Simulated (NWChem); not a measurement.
# CH5FGeO (SMILES [CH3][GeH]([OH])[F]) at HF/3-21G, part 2 of 2

NWChem 7.3.0. Earlier steps stand in the parts before.

### 3 The doublet cation: a structure relaxation at UHF/3-21G

File ch5fgeo.nw:

```
start ch5fgeo
title "CH5FGeO optimise"
memory stack 880 mb heap 220 mb global 1100 mb
charge 1
geometry units angstroms noautosym
  C    -0.669000    0.976900   -0.584200
  Ge    0.088300   -0.643700    0.121500
  O     1.270000   -0.170700    1.345500
  F     0.974400   -1.438600   -1.153800
  H     0.138900    1.624900   -0.924600
  H    -1.237900    1.493500    0.189700
  H    -1.327100    0.751300   -1.423500
  H    -0.865500   -1.725100    0.656800
  H     1.716500   -0.914700    1.755500
end
basis spherical bse
  * library 3-21G
end
scf
  doublet
  uhf
  thresh 1e-07
  maxiter 80
  print low
end
driver
  maxiter 60
end
freq
  temp 2 298.15 500
end
task scf optimize
task scf frequencies
```

Run with:

```bash
$ nwchem ch5fgeo.nw > ch5fgeo.out
```

Output:

```text
Northwest Computational Chemistry Package (NWChem) 7.3.0
             --------------------------------------------------------

           Job information
           ---------------

    nwchem branch   = 7.3.0
    use scalapack   = T
    input           = ch5fgeo.nw
    prefix          = ch5fgeo.
    data base       = ./ch5fgeo.db
    status          = startup
    nproc           =        1

           Memory information
           ------------------

    heap     =     28835834 doubles =      220.0 Mbytes
    stack    =    115343359 doubles =      880.0 Mbytes
    global   =    144179200 doubles =     1100.0 Mbytes (distinct from heap & stack)
    total    =    288358393 doubles =     2200.0 Mbytes
    verify   = yes
    hardfail = no

           Directory information
           ---------------------

  0 permanent = .
  0 scratch   = .

                                NWChem Input Module
                                -------------------

                                 CH5FGeO optimise
                                 ----------------

 Scaling coordinates for geometry "geometry" by  1.889725989
 (inverse scale =  0.529177249)

          ------
          auto-z
          ------
  no constraints, skipping    0.0000000000000000
  no constraints, skipping    0.0000000000000000

                             Geometry "geometry" -> ""
                             -------------------------

 Output coordinates in angstroms (scale by  1.889725989 to convert to a.u.)

  No.       Tag          Charge          X              Y              Z
 ---- ---------------- ---------- -------------- -------------- --------------
    1 C                    6.0000    -0.93843500     1.44056833    -0.60114167
    2 Ge                  32.0000    -0.18113500    -0.18003167     0.10455833
    3 O                    8.0000     1.00056500     0.29296833     1.32855833
[... 5 lines of this table left out ...]
    9 H                    1.0000     1.44706500    -0.45103167     1.73855833

      Atomic Mass
      -----------

      C                 12.000000
      Ge                73.921900
      O                 15.994910
      F                 18.998400
      H                  1.007825

 Effective nuclear repulsion energy (a.u.)     316.9900313781

            Nuclear Dipole moment (a.u.)
            ----------------------------
        X                 Y               Z
 ---------------- ---------------- ----------------
    -0.0000000000    -0.0000000000    -0.0000000000

                                Z-matrix (autoz)
                                --------

 Units are Angstrom for bonds and degrees for angles

      Type          Name      I     J     K     L     M      Value
      ----------- --------  ----- ----- ----- ----- ----- ----------
    1 Stretch                  1     2                       1.92298
    2 Stretch                  1     5                       1.09017
    3 Stretch                  1     6                       1.09062
    4 Stretch                  1     7                       1.09014
    5 Stretch                  2     3                       1.76588
    6 Stretch                  2     4                       1.74454
    7 Stretch                  2     8                       1.53809
    8 Stretch                  3     9                       0.95969
    9 Bend                     1     2     3               106.98789
   10 Bend                     1     2     4               108.40655
   11 Bend                     1     2     8               118.42657
   12 Bend                     2     1     5               108.88530
   13 Bend                     2     1     6               110.13356
   14 Bend                     2     1     7               110.23516
   15 Bend                     2     3     9               113.56644
   16 Bend                     3     2     4               106.78923
   17 Bend                     3     2     8               111.22723
   18 Bend                     4     2     8               104.42043
   19 Bend                     5     1     6               109.06143
   20 Bend                     5     1     7               109.26788
   21 Bend                     6     1     7               109.23505
   22 Torsion                  1     2     3     9        -179.32838
   23 Torsion                  3     2     1     5          53.89097
   24 Torsion                  3     2     1     6         -65.64971
   25 Torsion                  3     2     1     7         173.74576
   26 Torsion                  4     2     1     5         -60.94238
   27 Torsion                  4     2     1     6         179.51693
   28 Torsion                  4     2     1     7          58.91241
   29 Torsion                  4     2     3     9         -63.41340
   30 Torsion                  5     1     2     8        -179.53520
   31 Torsion                  6     1     2     8          60.92412
   32 Torsion                  7     1     2     8         -59.68041
   33 Torsion                  8     2     3     9          49.93046

            XYZ format geometry
            -------------------
     9
 geometry
 C                    -0.93843500     1.44056833    -0.60114167
 Ge                   -0.18113500    -0.18003167     0.10455833
 O                     1.00056500     0.29296833     1.32855833
[... 5 lines of this table left out ...]
 H                     1.44706500    -0.45103167     1.73855833

[... 155 lines left out ...]
       Final UHF  results
[... 81 lines left out ...]
 Nuclear repulsion energy =    320.641209579400
[... 152 lines left out ...]
         Total SCF energy =  -2278.998871396906
[... 83 lines left out ...]
 Nuclear repulsion energy =    318.384637019718
[... 152 lines left out ...]
         Total SCF energy =  -2279.004406647110
[... 86 lines left out ...]
 new step= 2.00                   predicted energy=  -2279.005357
[... 143 lines left out ...]
      Two electron energy =   1198.359631766785
[... 149 lines left out ...]
       Final UHF  results
[... 85 lines left out ...]
      Two electron energy =   1197.201326987508
[... 149 lines left out ...]
       Final UHF  results
[... 88 lines left out ...]
     step= 1.00 grad=-6.3D-05 hess= 6.4D-06 energy=  -2279.006350 mode=restrict
[... 143 lines left out ...]
      One electron energy =  -3793.169889207367
[... 106 lines left out ...]
@    9   -2279.00651332 -7.0D-05  0.00171  0.00037  0.01667  0.05018     99.0
[... 128 lines left out ...]
      One electron energy =  -3793.114204341649
[... 124 lines left out ...]
            Nuclear Dipole moment (a.u.)
[... 107 lines left out ...]
 Nuclear repulsion energy =    315.902750703115
[... 152 lines left out ...]
         Total SCF energy =  -2279.006547284902
[... 83 lines left out ...]
 Nuclear repulsion energy =    315.876196173758
[... 152 lines left out ...]
         Total SCF energy =  -2279.006565402720
[... 87 lines left out ...]
 new step= 4.00                   predicted energy=  -2279.006617
[... 145 lines left out ...]
      Two electron energy =   1198.264845401961
[... 150 lines left out ...]
       Final UHF  results
[... 85 lines left out ...]
      Two electron energy =   1198.574929251699
[... 150 lines left out ...]
       Final UHF  results
[... 89 lines left out ...]
     step= 1.00 grad=-2.4D-04 hess= 5.9D-05 energy=  -2279.007707 mode=downhill
[... 144 lines left out ...]
      One electron energy =  -3791.268966496551
[... 106 lines left out ...]
@   20   -2279.00791962 -1.5D-04  0.00127  0.00030  0.03907  0.10893    192.6
[... 129 lines left out ...]
      One electron energy =  -3790.950091586089
[... 123 lines left out ...]
            Nuclear Dipole moment (a.u.)
[... 137 lines left out ...]
            Nuclear Dipole moment (a.u.)
[... 107 lines left out ...]
 Nuclear repulsion energy =    314.844369963764
[... 147 lines left out ...]
         Total SCF energy =  -2279.007956355266
[... 83 lines left out ...]
 Nuclear repulsion energy =    314.873459184921
[... 148 lines left out ...]
         Total SCF energy =  -2279.007960028889
[... 87 lines left out ...]
 new step= 2.43                   predicted energy=  -2279.007970
[... 144 lines left out ...]
      Two electron energy =   1197.170117902666
[... 151 lines left out ...]
       Final UHF  results
[... 85 lines left out ...]
      Two electron energy =   1196.923500061718
[... 144 lines left out ...]
       Final UHF  results
[... 90 lines left out ...]
     step= 1.00 grad=-1.6D-05 hess= 2.7D-06 energy=  -2279.008059 mode=downhill
[... 145 lines left out ...]
      One electron energy =  -3790.928779007807
[... 106 lines left out ...]
@   33   -2279.00808394 -1.4D-05  0.00019  0.00006  0.07453  0.17945    297.3
[... 142 lines left out ...]
@   34   -2279.00808687 -2.9D-06  0.00011  0.00003  0.03111  0.07789    302.5
[... 141 lines left out ...]
@   35   -2279.00808723 -3.6D-07  0.00003  0.00001  0.00192  0.00405    307.5
[... 133 lines left out ...]
@   36   -2279.00808730 -6.3D-08  0.00002  0.00000  0.00257  0.00669    312.4
[... 133 lines left out ...]
@   37   -2279.00808730 -5.4D-09  0.00001  0.00000  0.00107  0.00234    317.2
[... 131 lines left out ...]
@   38   -2279.00808730 -5.3D-10  0.00000  0.00000  0.00022  0.00059    320.9
[... 192 lines left out ...]
       Convergence  1.0D-04
[... 24 lines left out ...]
 d_dipole_x/<atom=   3,y> =    -0.0697     [   -0.3346]
[... 10 lines left out ...]
 d_dipole_x/<atom=   7,x> =     0.1261     [    0.6058]
[... 11 lines left out ...]
 d_dipole_y/<atom=   1,y> =    -0.3697     [   -1.7757]
[... 10 lines left out ...]
 d_dipole_y/<atom=   5,x> =     0.0290     [    0.1391]
[... 10 lines left out ...]
 d_dipole_y/<atom=   8,z> =     0.0181     [    0.0871]
[... 11 lines left out ...]
 d_dipole_z/<atom=   3,x> =    -0.2863     [   -1.3753]
[... 10 lines left out ...]
 d_dipole_z/<atom=   6,z> =     0.1016     [    0.4882]
[... 108 lines left out ...]
 Normal Eigenvalue ||         Derivative Dipole Moments (debye/angs)
[... 26 lines left out ...]
          --------------------------------------------------------
          MASS-WEIGHTED PROJECTED HESSIAN (Hartree/Bohr/Bohr/Kamu)
          --------------------------------------------------------

               1            2            3            4            5            6            7            8            9           10
   ----- ----- ----- ----- -----
    1    5.00006D+01
    2    1.07150D+01  2.24068D+01
    3   -3.65852D+00  1.15965D+01  4.95004D+01
    4   -2.38147D-01  1.43566D-01 -5.50267D-02  7.30648D+00
[... 22 lines of this table left out ...]
   27    4.69291D-03  1.24690D-02 -3.85127D-02 -2.38416D+00 -8.40290D-01 -2.06705D+00 -5.02384D+01 -1.41323D+01 -2.72678D+01  2.97255D-01

              11           12           13           14           15           16           17           18           19           20
   ----- ----- ----- ----- -----
   11    1.13242D+00
   12    2.59215D+00  1.62536D+01
   13    3.07962D-01 -6.77130D-02  2.20304D+02
   14    4.30290D-01 -2.81293D-01  5.64435D+01  4.00112D+01
[... 12 lines of this table left out ...]
   27   -4.09944D-02 -1.11631D-01 -9.98665D-02  1.89282D-01 -3.72751D-01 -1.57222D-01  9.77901D-02  4.47329D-01 -5.95087D-02  1.19353D-01

              21           22           23           24           25           26           27
   ----- ----- ----- ----- -----
   21    9.25001D+01
   22    5.69023D-02  1.62260D+02
   23   -2.83423D-01  8.23005D+01  6.23809D+01
   24   -7.01913D-02 -6.30484D+00 -9.18071D-01  2.62007D+01
   25   -3.90326D-02  1.20824D+00 -1.12692D-02  5.81907D-01  4.18484D+02
   26   -1.08153D-01 -1.69515D+00  1.20836D+00 -1.33966D+00  1.16535D+02  3.92771D+01
   27   -7.96818D-02  8.11460D-01  2.05145D-01  1.04319D+00  2.18757D+02  6.30201D+01  1.25912D+02

 center of mass
 --------------
 x =   0.11590013 y =  -0.46490013 z =   0.01398743

 moments of inertia (a.u.)
 ------------------
         486.557062244558         103.015407285247         -23.732052318969
         103.015407285247         426.182847960614          11.294484692206
         -23.732052318969          11.294484692206         374.796455651144

 Rotational Constants
 --------------------
 A=   0.179626 cm-1  (  0.258436 K)
 B=   0.155203 cm-1  (  0.223298 K)
 C=   0.106640 cm-1  (  0.153428 K)

 Temperature                      =   298.15K
 frequency scaling parameter      =   1.0000

 Zero-Point correction to Energy  =   38.274 kcal/mol  (  0.060994 au)
 Thermal correction to Energy     =   42.781 kcal/mol  (  0.068176 au)
 Thermal correction to Enthalpy   =   43.373 kcal/mol  (  0.069119 au)

 Total Entropy                    =   83.799 cal/mol-K
   - Translational                =   40.388 cal/mol-K (mol. weight = 125.9543)
   - Rotational                   =   25.787 cal/mol-K (symmetry #  =        1)
   - Vibrational                  =   17.625 cal/mol-K

 Cv (constant volume heat capacity) =   23.058 cal/mol-K
   - Translational                  =    2.979 cal/mol-K
   - Rotational                     =    2.979 cal/mol-K
   - Vibrational                    =   17.099 cal/mol-K

 Temperature                      =   500.00K
 frequency scaling parameter      =   1.0000

 Zero-Point correction to Energy  =   38.274 kcal/mol  (  0.060994 au)
 Thermal correction to Energy     =   48.115 kcal/mol  (  0.076676 au)
 Thermal correction to Enthalpy   =   49.108 kcal/mol  (  0.078258 au)

 Total Entropy                    =   98.350 cal/mol-K
   - Translational                =   42.955 cal/mol-K (mol. weight = 125.9543)
   - Rotational                   =   27.327 cal/mol-K (symmetry #  =        1)
   - Vibrational                  =   28.068 cal/mol-K

 Cv (constant volume heat capacity) =   29.231 cal/mol-K
   - Translational                  =    2.979 cal/mol-K
   - Rotational                     =    2.979 cal/mol-K
   - Vibrational                    =   23.272 cal/mol-K

          -------------------------------------------------
          NORMAL MODE EIGENVECTORS IN CARTESIAN COORDINATES
          -------------------------------------------------
             (Projected Frequencies expressed in cm-1)

                    1           2           3           4           5           6

 P.Frequency       -0.00       -0.00        0.00        0.00        0.00        0.00

           1     0.15709    -0.11129    -0.05055    -0.02229    -0.02264     0.01448
[... 25 lines of this table left out ...]
          27     0.01914    -0.01562     0.00498    -0.15731     0.06180     0.03567

                    7           8           9          10          11          12

 P.Frequency       43.84      105.18      167.19      292.85      294.75      398.54

           1     0.00099     0.02380    -0.11403    -0.04597    -0.07465    -0.02335
[... 25 lines of this table left out ...]
          27    -0.02721     0.01733     0.02406     0.25537    -0.16551     0.33585

                   13          14          15          16          17          18

 P.Frequency      458.83      491.34      516.63      668.77      854.80      905.51

           1    -0.00792    -0.03608    -0.05602    -0.00125    -0.00118    -0.00165
[... 25 lines of this table left out ...]
          27     0.63962    -0.21272    -0.00067     0.05286     0.06430     0.08173

                   19          20          21          22          23          24

 P.Frequency     1031.70     1215.54     1509.41     1520.72     2364.49     3198.87

           1    -0.00127     0.03902     0.07322     0.03694    -0.00049    -0.00023
[... 25 lines of this table left out ...]
          27     0.30886     0.00382     0.00465    -0.00030    -0.00244    -0.00111

                   25          26          27

 P.Frequency     3363.81     3379.42     4003.70

           1     0.06618     0.05965    -0.00002
[... 25 lines of this table left out ...]
          27    -0.00011     0.00054     0.43741

 ----------------------------------------------------------------------------
 Normal Eigenvalue ||    Projected Derivative Dipole Moments (debye/angs)
  Mode   [cm**-1]  ||      [d/dqX]             [d/dqY]           [d/dqZ]
 ------ ---------- || ------------------ ------------------ -----------------
    1       -0.000 ||       0.252               0.412            -0.039
    2       -0.000 ||      -0.132               0.217            -0.010
    3        0.000 ||      -0.376               0.102            -0.013
[... 23 lines of this table left out ...]
   27     4003.701 ||       2.744               0.605             2.114
 ----------------------------------------------------------------------------

 ----------------------------------------------------------------------------
 Normal Eigenvalue ||           Projected Infra Red Intensities
  Mode   [cm**-1]  || [atomic units] [(debye/angs)**2] [(KM/mol)] [arbitrary]
 ------ ---------- || -------------- ----------------- ---------- -----------
    1       -0.000 ||    0.010194           0.235         9.938       1.566
    2       -0.000 ||    0.002809           0.065         2.738       0.431
    3        0.000 ||    0.006583           0.152         6.418       1.011
[... 23 lines of this table left out ...]
   27     4003.701 ||    0.535935          12.364       522.456      82.319
 ----------------------------------------------------------------------------

 vib:animation  F

 Task  times  cpu:       23.8s     wall:       23.8s
 Total times  cpu:      344.7s     wall:      344.7s
```

Run time: 5.8 min. Hardware: 1 thread of AMD EPYC 7R43 (Zen 3), shared host; peak memory 0.13 GiB.

The path in brief:

| step | energy from the first frame kept (eV) |
| --- | --- |
| 0 | 0.0000 |
| 2 | -1.6298 |
| 4 | -1.7872 |
| 6 | -1.8089 |
| 8 | -1.8164 |
| 10 | -1.8187 |
| 12 | -1.8191 |
| 14 | -1.8197 |
| 16 | -1.8269 |
| 18 | -1.8457 |
| 20 | -1.8565 |
| 22 | -1.8571 |
| 24 | -1.8575 |
| 26 | -1.8576 |
| 28 | -1.8579 |
| 30 | -1.8594 |
| 32 | -1.8606 |
| 34 | -1.8611 |
| 36 | -1.8611 |
| 38 | -1.8611 |

After the run. Bond lengths: C1–Ge2 2.344 Å, Ge2–O3 1.652 Å, Ge2–F4 1.666 Å, C1–H5 1.080 Å, C1–H6 1.078 Å, C1–H7 1.077 Å, Ge2–H8 1.493 Å, O3–H9 0.959 Å. Some angles: C1–Ge2–O3 102.0°, C1–Ge2–F4 95.3°, O3–Ge2–F4 114.1°, C1–Ge2–H8 97.0°, O3–Ge2–H8 120.9°, F4–Ge2–H8 119.1°, Ge2–C1–H5 95.3°, Ge2–C1–H6 99.1°, Ge2–C1–H7 101.7°, Ge2–O3–H9 147.6°.

### 4 Summary of results

What follows sums up all 2 parts.

At HF/3-21G:

| quantity | value |
| --- | --- |
| run 1, HF/3-21G: total energy at the end | -2279.36144 Eh |
| run 1, HF/3-21G: lowest harmonic wavenumber | 110 cm⁻¹ |
| run 1, HF/3-21G: highest harmonic wavenumber | 4003 cm⁻¹ |
| run 1, HF/3-21G: zero-point energy | 170.2 kJ/mol |
| doublet cation: total energy at the end | -2279.00809 Eh |
| doublet cation: ⟨S²⟩ | 0.758 |
| doublet cation: lowest harmonic wavenumber | 44 cm⁻¹ |
| doublet cation: highest harmonic wavenumber | 4004 cm⁻¹ |
| doublet cation: zero-point energy | 160.1 kJ/mol |
| adiabatic ionisation energy (to the doublet cation, no zero-point term) | 9.615 eV |

**Reading.** The adiabatic ionisation energy (to the doublet cation, no zero-point term) is 9.62 eV (928 kJ/mol). All 21 modes (run 1, HF/3-21G) are real, so the shape is a minimum at this level. The optimisation (run 1, HF/3-21G) took 12 steps and changed the energy by -0.152 eV. All 21 modes (doublet cation) are real, so the shape is a minimum at this level. The optimisation (doublet cation) took 39 steps and changed the energy by -1.861 eV.
